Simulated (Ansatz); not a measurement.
**Cl₃H₄NSi (built from SMILES Cl[SiH](Cl)Cl.N): search for a transition state**

Is there a first-order saddle for this four-centre ligand exchange, which should form Si1–N7, H2–H6 and break Si1–H2, H6–N7, and which two structures does it connect?

Program: Ansatz 0.2.0, Gaussian basis. Level of theory: PBE0-D4, def2-SVP first, then def2-TZVP. These are calculated values, not measurements.

152 further runs of the same task are left out: 152 set aside as unsound or not needed.

## Step 1: The starting structure

The guess: 9 atoms, charge 0, spin multiplicity 1.

Atoms are counted from 1 here; the program's logs count them from 0.

Bond lengths: Si1–Cl3 2.018 Å, Si1–Cl4 2.019 Å, Si1–Cl5 2.088 Å, Si1–N7 1.866 Å, H6–N7 1.286 Å, N7–H8 1.017 Å, N7–H9 1.017 Å. Angles: Cl3–Si1–Cl4 123.0°, Cl3–Si1–Cl5 100.2°, Cl3–Si1–N7 115.1°, Cl4–Si1–Cl5 100.3°, Cl4–Si1–N7 114.9°, Cl5–Si1–N7 95.7°, Si1–N7–H6 83.1°, Si1–N7–H8 114.5°, Si1–N7–H9 115.0°, H6–N7–H8 118.3°, H6–N7–H9 119.1°, H8–N7–H9 106.1°.

Coordinates:

```
Si   -0.4697    0.6124   -0.1489
H    -1.2410   -1.2872   -0.0792
Cl   -1.0818    0.6726   -2.0709
Cl   -1.6827    1.0423    1.4062
Cl    0.7918    2.2753   -0.1090
H    -0.1113   -1.4730    0.1314
N     0.8644   -0.6396    0.2181
H     1.3171   -0.5201    1.1210
H     1.6133   -0.6826   -0.4686
```

Distances that are to change: Si1–N7 1.87 Å, H2–H6 1.16 Å, Si1–H2 2.05 Å, H6–N7 1.29 Å.

## Step 2: Constrained relaxation of the guess

Input file hold/in.yaml:

```yaml
crystal:
  periodic: [false, false, false]
  atoms:
    - {symbol: Si, position_ang: [-0.469700, 0.612400, -0.148900]}
    - {symbol: H, position_ang: [-1.241000, -1.287200, -0.079200]}
    - {symbol: Cl, position_ang: [-1.081800, 0.672600, -2.070900]}
    - {symbol: Cl, position_ang: [-1.682700, 1.042300, 1.406200]}
    - {symbol: Cl, position_ang: [0.791800, 2.275300, -0.109000]}
    - {symbol: H, position_ang: [-0.111300, -1.473000, 0.131400]}
    - {symbol: N, position_ang: [0.864400, -0.639600, 0.218100]}
    - {symbol: H, position_ang: [1.317100, -0.520100, 1.121000]}
    - {symbol: H, position_ang: [1.613300, -0.682600, -0.468600]}
basis:
  gaussian: {orbitals: def2-SVP}
hamiltonian: {xc: pbe0, dispersion: d4}
relax: {f_tol: 0.04, max_steps: 150, escape_saddle: false, constraints: [{distance: [0, 6]}, {distance: [1, 5]}, {distance: [0, 1]}, {distance: [5, 6]}]}
```

The run is started by

```
$ ansatz run in.yaml --threads 8 --pin off --events-out ev --progress --plain --max-ram 19148MiB
```

Further steps of the session: Force constants to start from; Saddle search in the small basis; Saddle search in triple zeta; Vibrations at the point found; Relaxing after a step of 0.30 Å one way along the mode; Relaxing after a step of 0.30 Å the other way along the mode.

What does the calculation give? Wanted: imaginary mode; barrier from the start side; barrier from the end side; energy of the step; pairs that change; zero-point energy at the saddle.

The runs gave:

| quantity | value |
| --- | --- |
| imaginary mode | 1474i cm⁻¹ |
| barrier from the start side | 167.9 kJ/mol |
| barrier from the end side | 195.2 kJ/mol |
| energy of the step | -27.4 kJ/mol |
| pairs that change | Si1–N7 tightened, H2–H6 formed, Si1–H2 broken, H6–N7 broken |
| zero-point energy at the saddle | 1.279 eV |

What this shows: One imaginary mode, 1474i cm⁻¹, makes this a first-order saddle. The two relaxations end on the structures that were planned. At PBE0-D4/def2-TZVP the electronic barrier is 167.9 kJ/mol, about 68 kT at 298 K, and the step runs 27.4 kJ/mol downhill. With so stiff a mode tunnelling counts: Wigner's rough correction is a factor of 3.1 at 298 K. These are plain relaxations, not an intrinsic reaction coordinate. The ends are the nearest minima, not always the lowest complexes.
